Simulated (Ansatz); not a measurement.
# TaW: the cost of one run

Method: DFT, LDA, PAW with Ansatz's default frozen-core files, scalar-relativistic, in Ansatz 0.2.0.

1 further run of the same task is left out (it didn't finish).

### Step 1. Starting point

The structure is orthorhombic, space group Cmmm (No. 65). The conventional cell has a = 3.228 Å, b = 4.614 Å, c = 4.521 Å, α = 90.00°, β = 90.00°, γ = 90.00°. Ta (site symmetry mmm) is surrounded by 4 W at 2.78 Å and 4 Ta at 2.82 Å. W (site symmetry mmm) has 4 Ta at 2.78 Å and 4 W at 2.82 Å as nearest neighbours.

Coordinates:

```
CELL_PARAMETERS angstrom
1.61413 -2.30703 0.00000
1.61413 2.30703 0.00000
0.00000 0.00000 4.52140
ATOMIC_POSITIONS crystal
Ta 0.00000 0.00000 0.00000
W 0.50000 0.50000 0.50000
```

Atoms are numbered in the order of the input: Ta1, W2.

### Step 2. Free moments from the typed start, PAW

Contents of input.yaml:

```yaml
crystal:
  lattice:
    - [1.61412879, -2.3070255, 0.0]
    - [1.61412879, 2.3070255, 0.0]
    - [0.0, 0.0, 4.52139841]
  atoms:
    - { symbol: Ta, position: [0.0, 0.0, 0.0], spin: 0.6 }
    - { symbol: W, position: [0.5, 0.5, 0.5], spin: 1.0 }
magnetization:
  spin_polarized: true
kpoints:
  mp_grid: { grid: [14, 14, 9] }
scf:
  occupations: { method: fermi_dirac, width: 0.05 }
  lower_state_search: "off"
hamiltonian:
  xc: lda
  pseudopotentials: { kind: paw }
output:
  forces: true
  stress: true
  eigenvalues: true
  populations: true
  dos: { projected: true, de: 0.1, e_range: [-8, 5] }
  write_density: true
  write_potential: true
  elf: true
  volumetric_format: npy
```

Run with:

```console
ansatz run input.yaml --threads 1 --pin off --max-ram 3072MiB --backend cpu --events-out ev --progress --plain --runs-dir out
```

Q: Estimate wall time and peak memory on 1 thread of Arm Neoverse V2, shared host.

About 40 s, with a peak of 0.51 GiB.
